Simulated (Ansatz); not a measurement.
Consider a ladder of basis sets of BK (charge -1) (the Python package of Ansatz (0.2.0)).

The script, `bk.py`:
```python
"""How the energy of BK(-) converges with the basis."""

from dataclasses import dataclass

import ansatz as az


@dataclass
class Settings:
    xc: str = "b3lyp"
    net_charge: int = -1


opts = Settings()

GEOMETRY = """
K     0.00000    0.00000    0.00000
B     0.00000    0.00000    2.86000
"""


def main() -> None:
    bk = az.Crystal.molecule()
    for line in GEOMETRY.strip().splitlines():
        symbol, *xyz = line.split()
        bk = bk.atom(symbol, [float(v) for v in xyz])

    calculation = (
        bk.calculation()
        .functional(opts.xc)
        .charge(opts.net_charge)
        .spin("collinear", total=1)
    )

    energies = {}
    for basis in ["STO-3G", "6-31G", "6-31G*", "def2-SVP", "def2-SVPD", "def2-TZVP", "def2-TZVPP"]:
        data = calculation.basis(gaussian=basis).run(threads=1).report
        size = data["n_frozen"] + data["n_occupied"][0] + data["n_virtual"][0]
        energies[basis] = (data["reference_energy_ev"] / 27.211386246, data["free_energy_ev"] / 27.211386246)
        print(f"{basis:14s} {size:4d} orbitals  reference {energies[basis][0]:14.6f} Ha  total {energies[basis][1]:14.6f} Ha")

    last = energies["def2-TZVPP"][1]
    for basis, (_, total) in energies.items():
        print(f"{basis:14s} lies {27.211386 * (total - last):9.4f} eV above def2-TZVPP")


if __name__ == "__main__":
    main()
```

How far does the total energy move along this ladder of basis sets?

Against STO-3G: 6-31G -6641.8 mHa, 6-31G* -6648.0 mHa, def2-SVP -6580.1 mHa, def2-SVPD -6587.4 mHa, def2-TZVP -6689.4 mHa and def2-TZVPP -6689.4 mHa. The last step alone is +0.00 mHa (these two sets differ little on atoms other than hydrogen). From the first set to the last the time grows from 1.2 to 22.5 s.

The run itself:

```console
$ python bk.py
STO-3G           18 orbitals  reference    -617.948039 Ha  total    -617.948039 Ha
6-31G            38 orbitals  reference    -624.589872 Ha  total    -624.589872 Ha
6-31G*           50 orbitals  reference    -624.596023 Ha  total    -624.596023 Ha
def2-SVP         38 orbitals  reference    -624.528140 Ha  total    -624.528140 Ha
def2-SVPD        47 orbitals  reference    -624.535421 Ha  total    -624.535421 Ha
def2-TZVP        64 orbitals  reference    -624.637396 Ha  total    -624.637396 Ha
def2-TZVPP       64 orbitals  reference    -624.637396 Ha  total    -624.637396 Ha
STO-3G         lies  182.0267 eV above def2-TZVPP
6-31G          lies    1.2932 eV above def2-TZVPP
6-31G*         lies    1.1258 eV above def2-TZVPP
def2-SVP       lies    2.9730 eV above def2-TZVPP
def2-SVPD      lies    2.7749 eV above def2-TZVPP
def2-TZVP      lies    0.0000 eV above def2-TZVPP
def2-TZVPP     lies    0.0000 eV above def2-TZVPP
```

Notes:
- The drop along the ladder measures the basis error, and is no property of the molecule.
- The geometry is a force-field or estimated start, not a minimum of this method, and the last set is no limit. Much of the fall in a total is atomic energy, which cancels in bond and reaction energies.
- The species is open-shell (spin multiplicity 2).
- The expectation value of S² is noticeably off S(S+1) in at least one run, so that state is spin-contaminated.
- b3lyp holds the VWN-RPA fit, as in Gaussian; the form of ORCA and Turbomole is b3lyp5.
- Totals across families of basis sets mostly measure their core functions.
- The spin state was assumed, and another may lie lower.
- Wall time of the script: 3 min on 1 thread of Arm Neoverse V1 (shared host), peak memory 0.23 GiB.

(Lines on the test bed's own set-up are left out of the output.)
